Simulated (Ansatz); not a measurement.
This script makes a ladder of basis sets of ClGeH₂N, SMILES [NH2][Ge][Cl] with the Python package of Ansatz (0.2.0).

`basis_clgeh2n.py`
```python
'''Basis-set convergence for ClGeH2N.'''

import warnings

import ansatz as az

warnings.simplefilter('ignore', az.DeckWarning)

system = (
    az.Crystal.molecule()
    .atom('N', (-0.8357, 0.2854, -0.3142))
    .atom('Ge', (-0.1597, -0.8106, 0.9579))
    .atom('Cl', (1.9691, -0.812, 0.7648))
    .atom('H', (-0.3791, 1.2802, -0.1781))
    .atom('H', (-0.5447, -0.0166, -1.2719))
)

job = system.calculation().functional('b3lyp', dispersion='d4')

energies = {}
for basis in ['cc-pVDZ', 'cc-pVTZ']:
    rep = job.basis(gaussian=basis).run(threads=1).report
    size = rep['n_frozen'] + rep['n_occupied'][0] + rep['n_virtual'][0]
    energies[basis] = (rep['reference_energy_ev'] / 27.211386246, rep['free_energy_ev'] / 27.211386246)
    print(f'{basis:14s} {size:4d} orbitals  reference {energies[basis][0]:14.6f} Ha  total {energies[basis][1]:14.6f} Ha')

last = energies['cc-pVTZ'][1]
for basis, (_, total) in energies.items():
    print(f'{basis:14s} lies {27.211386 * (total - last):9.4f} eV above cc-pVTZ')
```

How far does the total energy move along this ladder of basis sets?

Against cc-pVDZ: cc-pVTZ -114.5 mHa. The last step alone is -114.50 mHa. From the first set to the last the time grows from 2.2 to 4.1 s.

The output:

`python basis_clgeh2n.py` gives:
```text
cc-pVDZ          69 orbitals  reference   -2593.223010 Ha  total   -2593.229468 Ha
cc-pVTZ         135 orbitals  reference   -2593.337508 Ha  total   -2593.343965 Ha
cc-pVDZ        lies    3.1156 eV above cc-pVTZ
cc-pVTZ        lies    0.0000 eV above cc-pVTZ
```

What to keep in mind:
- The drop along the ladder measures the basis error, and is no property of the molecule.
- The geometry is a force-field or estimated start, not a minimum of this method, and the last set is no limit. Much of the fall in a total is atomic energy, which cancels in bond and reaction energies.
- Total less reference energy is the dispersion correction.
- b3lyp holds the VWN-RPA fit, as in Gaussian; the form of ORCA and Turbomole is b3lyp5.
- For Al to Cl the sets with a tight d function, cc-pV(X+d)Z, are usual.
- Timing: 6.8 s on 1 thread of Arm Neoverse V1, with other jobs on the host, peak memory 0.34 GiB.
